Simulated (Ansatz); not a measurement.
# GaBH₄NF: basis-set convergence

How large a basis does GaBH₄NF need? Two functionals are run in growing sets.

Program: Ansatz 0.2.0, Gaussian basis. Level of theory: one geometry, several basis sets. These are calculated values, not measurements.

Levels to be run: PBE0-D4/def2-SVP; ωB97M-V/def2-SVP; PBE0-D4/def2-QZVPP; ωB97M-V/def2-QZVPP; the functionals' def2-TZVPP values are taken from earlier runs.

### 1 The geometry

The geometry comes from an earlier relaxation with PBE0-D4 in a triple-zeta def2 set; it is a stationary point, not always the lowest conformer.

SMILES `B[NH][GaH][F]`, 8 atoms, charge 0, spin multiplicity 1.

Atoms are counted from 1 here; the program's logs count them from 0.

Bond lengths: B1–N2 1.399 Å, B1–H5 1.202 Å, B1–H6 1.198 Å, N2–Ga3 1.836 Å, N2–H7 1.010 Å, Ga3–F4 1.756 Å, Ga3–H8 1.541 Å. Angles: N2–B1–H5 118.6°, N2–B1–H6 120.6°, H5–B1–H6 120.9°, B1–N2–Ga3 123.6°, B1–N2–H7 118.7°, Ga3–N2–H7 117.7°, N2–Ga3–F4 111.7°, N2–Ga3–H8 128.4°, F4–Ga3–H8 119.9°.

As a file:

```mol
BFGaH4N
  3D, bonds by distance, orders not assigned

  8  7  0  0  0  0  0  0  0  0999 V2000
    0.4842    1.3295   -0.3363 B   0  0
    0.1405    0.2796    0.5214 N   0  0
   -0.5125   -1.3352   -0.0592 Ga  0  0
   -0.8370   -2.4247    1.2794 F   0  0
    0.3468    1.1731   -1.5197 H   0  0
    0.9064    2.3616    0.1027 H   0  0
    0.2556    0.4093    1.5168 H   0  0
   -0.7841   -1.7932   -1.5050 H   0  0
  1  2  8  0
  2  3  8  0
  3  4  8  0
  1  5  8  0
  1  6  8  0
  2  7  8  0
  3  8  8  0
M  END
```

### 2 PBE0-D4 in def2-SVP

File in.yaml:

```yaml
crystal:
  periodic: [false, false, false]
  atoms:
    - {symbol: B, position_ang: [0.484216, 1.329501, -0.336314]}
    - {symbol: N, position_ang: [0.140518, 0.279600, 0.521382]}
    - {symbol: Ga, position_ang: [-0.512541, -1.335207, -0.059226]}
    - {symbol: F, position_ang: [-0.836957, -2.424662, 1.279363]}
    - {symbol: H, position_ang: [0.346839, 1.173148, -1.519731]}
    - {symbol: H, position_ang: [0.906398, 2.361586, 0.102690]}
    - {symbol: H, position_ang: [0.255594, 0.409283, 1.516814]}
    - {symbol: H, position_ang: [-0.784078, -1.793249, -1.504967]}
basis:
  gaussian: {orbitals: def2-SVP}
hamiltonian: {xc: pbe0, dispersion: d4}
output: {orbitals: {seedname: orbitals}}
```

Started as:

```console
ansatz run in.yaml --threads 2 --pin off --events-out ev --progress --plain --max-ram 4352MiB
```

The runs that follow: ωB97M-V in def2-SVP; PBE0-D4 in def2-QZVPP; ωB97M-V in def2-QZVPP.

**Question.** What will the summary of the whole plan be? Wanted: PBE0-D4: double and triple zeta above quadruple; ωB97M-V: double and triple zeta above quadruple.

**Answer**, as computed:

| quantity | value |
| --- | --- |
| PBE0-D4: double and triple zeta above quadruple | 14.18, 1.50 eV |
| ωB97M-V: double and triple zeta above quadruple | 14.29, 1.44 eV |

In words: PBE0-D4 gains 12.68 eV from double to triple zeta, then 1.50 eV more. These are total energies; as a rule much of such shifts cancels in differences, which this series doesn't test.
